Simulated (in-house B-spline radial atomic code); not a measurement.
# Os⁹⁺: ionisation energy by several methods

The task here is to estimate one member of a computed series from the others.

Method: scalar-relativistic (X2C), several functionals, spin-polarised; spherical all-electron atom at the radial basis limit. Code: in-house B-spline radial atomic code version 1.

## The system

- element: osmium (Z = 76)
- charge: +9
- electrons: 67
- configuration: [Kr] 4d10 4f14 5s2 5p5
- nucleus: Fermi, rms radius 5.413 fm

Outer shells as boxes (Hund's rule):

[Kr] 4d10 4f14 5s2 5p5
```
[Kr] core
4d [↑↓][↑↓][↑↓][↑↓][↑↓]
4f [↑↓][↑↓][↑↓][↑↓][↑↓][↑↓][↑↓]
5s [↑↓]
5p [↑↓][↑↓][↑ ]
```

Where spins are not typed, each open shell is filled with up spins first.

The first run:

Settings of the run:

```ini
Z = 76
electrons = 67.0
configuration = [Kr] 4d10 4f14 5s2 5p5
hamiltonian = x2c
method = lda,vwn
spin_polarised = True
nucleus = fermi
rms_radius = 5.4126
mass_number = 192
atomic_mass = 191.961478765
speed_of_light = 137.035999084
```

Steps of the session up to this table: LDA (VWN5); revTPSS, a meta-GGA; OLYP, a GGA; RPBE, a GGA; exchange-only LDA; LDA (PW92).

One of the session's tables, all rows but one given; the rest of the session is left out.

```
           method  ΔSCF (eV)
       LDA (VWN5)     192.30
exchange-only LDA     190.14
       LDA (PW92)     192.29
             OLYP     191.77
             RPBE     191.44
          revTPSS          ?
```

Estimate the missing values for revTPSS.

**Answer.** ΔSCF (eV): 191.70. In the column «ΔSCF (eV)» it lies between RPBE (191.44) and OLYP (191.77).

Members of this set that are not shown: 2 did not converge; 11 used exact exchange with fractional occupations of an open shell, which is unsound here.
